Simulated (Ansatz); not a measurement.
# Bi2S2O: the cost of one run

Method: DFT PBEsol, scalar-relativistic, plane waves, PAW, in Ansatz 0.2.0.

1 further run of the same task is left out (set aside as unsound or not needed). Runs told in other sessions of the task aren't counted.

**1. The structure to begin with**

The structure is tetragonal, space group P4/nmm (No. 129). The conventional cell has a = 3.934 Å, b = 3.934 Å, c = 13.864 Å, α = 90.00°, β = 90.00°, γ = 90.00°. Bi (site symmetry 4mm) has 5 S at 2.51 to 2.81 Å in its first shell of neighbours. Bi (site symmetry 4mm) is surrounded by 4 O at 2.34 Å. S (site symmetry 4mm) has 4 Bi at 2.81 Å in its first shell of neighbours. S (site symmetry 4mm) has 1 Bi at 2.51 Å in its first shell of neighbours. O (site symmetry -4m2) is surrounded by 4 Bi at 2.34 Å.

Structure file:

```
Bi S O
1.0
     3.93365    0.00000    0.00000
     0.00000    3.93365    0.00000
     0.00000    0.00000   13.86391
Bi S O
4 4 2
Direct
  0.00000 0.50000 0.86800
  0.50000 0.00000 0.13200
  0.50000 0.00000 0.59088
  0.00000 0.50000 0.40912
  0.50000 0.00000 0.89567
  0.00000 0.50000 0.10433
  0.00000 0.50000 0.68673
  0.50000 0.00000 0.31327
  0.00000 0.00000 0.50000
  0.50000 0.50000 0.50000
```

It goes back to an entry of the Materials Project, which need not be the stable form.

This cell was relaxed beforehand with the same method: volume 21.45 Å³/atom, gap on the mesh 0.94 eV.

**2. Electronic structure at the relaxed geometry**

Contents of input.yaml:

```yaml
crystal:
  lattice:
    - [3.9336547114, 0.0, 0.0]
    - [0.0, 3.9336547114, 0.0]
    - [0.0, 0.0, 13.8639097857]
  atoms:
    - { symbol: Bi, position: [0.0, 0.5, 0.8680008329] }
    - { symbol: Bi, position: [0.5, 0.0, 0.1319991671] }
    - { symbol: Bi, position: [0.5, 0.0, 0.590878149] }
    - { symbol: Bi, position: [0.0, 0.5, 0.409121851] }
    - { symbol: S, position: [0.5, 0.0, 0.8956685052] }
    - { symbol: S, position: [0.0, 0.5, 0.1043314948] }
    - { symbol: S, position: [0.0, 0.5, 0.6867295308] }
    - { symbol: S, position: [0.5, 0.0, 0.3132704692] }
    - { symbol: O, position: [0.0, 0.0, 0.5] }
    - { symbol: O, position: [0.5, 0.5, 0.5] }
basis:
  ecutwfc: 420
kpoints:
  mp_grid: { grid: [8, 8, 2] }
  band_path:
    path:
      - [[0.0, 0.0, 0.0], [0.0, 0.5, 0.0], [0.5, 0.5, 0.0], [0.0, 0.0, 0.0], [0.0, 0.0, 0.5], [0.0, 0.5, 0.5], [0.5, 0.5, 0.5], [0.0, 0.0, 0.5]]
      - [[0.0, 0.5, 0.0], [0.0, 0.5, 0.5]]
      - [[0.5, 0.5, 0.0], [0.5, 0.5, 0.5]]
    npoints: 14
hamiltonian:
  xc: pbesol
scf:
  occupations: { method: gaussian, width: 0.02 }
  n_extra_bands: 25
output:
  forces: true
  stress: true
  eigenvalues: true
  populations: true
  dos: { projected: true, de: 0.02, nscf_kmesh: { grid: [12, 12, 3] } }
  bader: true
  write_density: true
  write_potential: true
  elf: true
  volumetric_format: npy
```

Started as:

```
> ansatz run input.yaml --threads 2 --pin off --max-ram 5120MiB --backend cpu --events-out ev --progress --plain --runs-dir out
```

What time and memory should one allow on 2 threads of Arm Neoverse V2, shared host?

About 90 s, with a peak of 1.2 GiB.
